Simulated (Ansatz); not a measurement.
# YbHgH2: the cost of one run

Program: Ansatz 0.2.0. Level of theory: DFT PBE, scalar-relativistic, plane waves, PAW. These are calculated values, not measurements.

1 further run of the same task is left out (it didn't finish).

### Step 1. The system as given

It takes space group I4/mmm (No. 139, tetragonal). The conventional cell has a = 5.200 Å, b = 5.200 Å, c = 5.372 Å, α = 90.00°, β = 90.00°, γ = 90.00°. Yb (site symmetry 4/mmm) is surrounded by 4 H at 2.60 Å and 2 Hg at 2.69 Å. Hg (site symmetry 4/mmm) is surrounded by 4 H at 2.60 Å and 2 Yb at 2.69 Å. H (site symmetry mmm) is surrounded by 2 Yb at 2.60 Å and 2 Hg at 2.60 Å.

Coordinates:

```cif
data_structure
_symmetry_space_group_name_H-M 'I4/mmm'
_symmetry_Int_Tables_number 139
_cell_length_a 5.1998
_cell_length_b 5.1998
_cell_length_c 5.3719
_cell_angle_alpha 90.000
_cell_angle_beta 90.000
_cell_angle_gamma 90.000
_cell_volume 145.25
loop_
_atom_site_label
_atom_site_type_symbol
_atom_site_symmetry_multiplicity
_atom_site_Wyckoff_symbol
_atom_site_fract_x
_atom_site_fract_y
_atom_site_fract_z
_atom_site_occupancy
Yb1 Yb 2 b 0.00000 0.00000 0.50000 1
Hg1 Hg 2 a 0.00000 0.00000 0.00000 1
H1 H 4 c 0.00000 0.50000 0.00000 1
```

The cell is invented: random cell by space group and Wyckoff sites (I4/mmm, No. 139). The dimensions are guesses.

### Step 2. Probe: one point on a coarse mesh

input.yaml

```yaml
crystal:
  lattice:
    - [-2.59990357, 2.59990357, 2.68596479]
    - [2.59990357, -2.59990357, 2.68596479]
    - [2.59990357, 2.59990357, -2.68596479]
  atoms:
    - { symbol: Yb, position: [0.5, 0.5, 0.0] }
    - { symbol: Hg, position: [0.0, 0.0, 0.0] }
    - { symbol: H, position: [0.5, 0.0, 0.5] }
    - { symbol: H, position: [0.0, 0.5, 0.5] }
basis:
  ecutwfc: 420
kpoints:
  mp_grid: { grid: [6, 6, 6] }
hamiltonian:
  xc: pbe
scf:
  occupations: { method: gaussian, width: 0.1 }
  lower_state_search: "off"
output:
  forces: true
  stress: true
  eigenvalues: true
```

Started as:

```sh
ansatz run input.yaml --threads 1 --pin off --max-ram 2560MiB --backend cpu --events-out ev --progress --plain --runs-dir out
```

Q: Estimate wall time and peak memory on 1 thread of Arm Neoverse V1, shared host.

About 4 s, with a peak of 0.38 GiB.
